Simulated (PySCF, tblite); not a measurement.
**C8H11 radical: geometry, infrared bands and EPR parameters**

Aim: predict the infrared bands and EPR parameters of C8H11 radical (`C#C[C@@](C)([CH]C)C=C`).

Programs: tblite 0.8.0 and PySCF 2.14.0, with density-fitted response routines of our own. Each step states its level of theory. These are calculated values for one molecule in the gas phase, unless marked as measured. Atoms count from 0, in the outputs and in this text.

### 1 The molecule as given

19 atoms, charge 0, multiplicity 2; geometry from: force field or distance geometry start.

Bonds of the start (Å): C0–C1 1.22, C1–C2 1.43, C2–C3 1.52, C2–C4 1.51, C4–C5 1.51, C2–C6 1.49, C6–C7 1.34, C0–H8 1.08, C3–H9 1.09, C3–H10 1.13, C3–H11 1.11, C4–H12 1.11, C5–H13 1.09, C5–H14 1.12, C5–H15 1.11, C6–H16 1.07, C7–H17 1.10, C7–H18 1.09.

### 2 Optimising the geometry with GFN2-xTB

The job: settings as JSON, then the geometry in Å.

```
{"job": {"kind": "relax", "xc": "GFN2-xTB", "basis": "xTB"}, "charge": 0, "multiplicity": 2}
C      2.208900     0.573900     1.787600
C      1.195000     0.485800     1.112400
C      0.022200     0.344300     0.315200
C     -1.033300     1.381500     0.680800
C      0.323300     0.526300    -1.150200
C      1.317000    -0.523100    -1.587500
C     -0.617500    -0.989000     0.458100
C     -1.855300    -1.184800    -0.017300
H      3.091000     0.665500     2.396800
H     -1.375400     1.896400    -0.220200
H     -1.954800     0.883700     1.106600
H     -0.649500     2.058800     1.465200
H     -0.619900     0.510300    -1.735100
H      1.117400    -0.813100    -2.616300
H      2.347900    -0.076700    -1.548900
H      1.311300    -1.435400    -0.959700
H     -0.155300    -1.830000     0.936300
H     -2.366000    -2.151600     0.062400
H     -2.316900    -0.313800    -0.493800
```

The run is started by

```
> OMP_NUM_THREADS=1 python probes_run.py task.json out
```

This one command runs all jobs of the session in turn.

**Question.** This job is followed by: GFN2-xTB harmonic vibrations, gas phase; UKS B3LYP, pcH-1 on C H, non-relativistic, mean-field spin-orbit, GIAO. What will the session give for the following? strongest single infrared mode (GFN2-xTB); zero-point energy (GFN2-xTB); g(iso) (B3LYP); ⟨S²⟩; largest a(iso) (averaged by class); potential on the surface of density 0.002 e/bohr³, 1st and 99th percentile.

As calculated:

```
                                                                  quantity                 value
                                 strongest single infrared mode (GFN2-xTB)  3110 cm⁻¹, 46 km/mol
                                              zero-point energy (GFN2-xTB)         97.6 kcal/mol
                                                            g(iso) (B3LYP)               2.00260
                                                                      ⟨S²⟩    0.756 (exact 0.75)
                                        largest a(iso) (averaged by class)   13C on C4, 90.3 MHz
potential on the surface of density 0.002 e/bohr³, 1st and 99th percentile    -0.82 V and 1.28 V
```

Relaxing lowered the energy by 0.937 eV in 115 steps; the close pair that moved most is C3–H10, from 1.131 to 1.088 Å. The lowest mode is imaginary (53i cm⁻¹), so the xTB geometry is not a minimum: the zero-point energy counts the real modes alone, and all values at this geometry belong to a saddle point. The strongest single mode, at 3110 cm⁻¹, moves mainly H12. GFN2-xTB is a fitted tight-binding method: band positions and strengths are rough. Its intensities can rank the bands wrongly. Most of the unpaired spin sits on C4 (1.00 e). The isotropic g lies 0.3 ppt above the free-electron value. These values are for one conformer; the search (at its own cheap level) found 2 more, at 0.45, 1.08 kcal/mol, and measured spectra average over such forms.
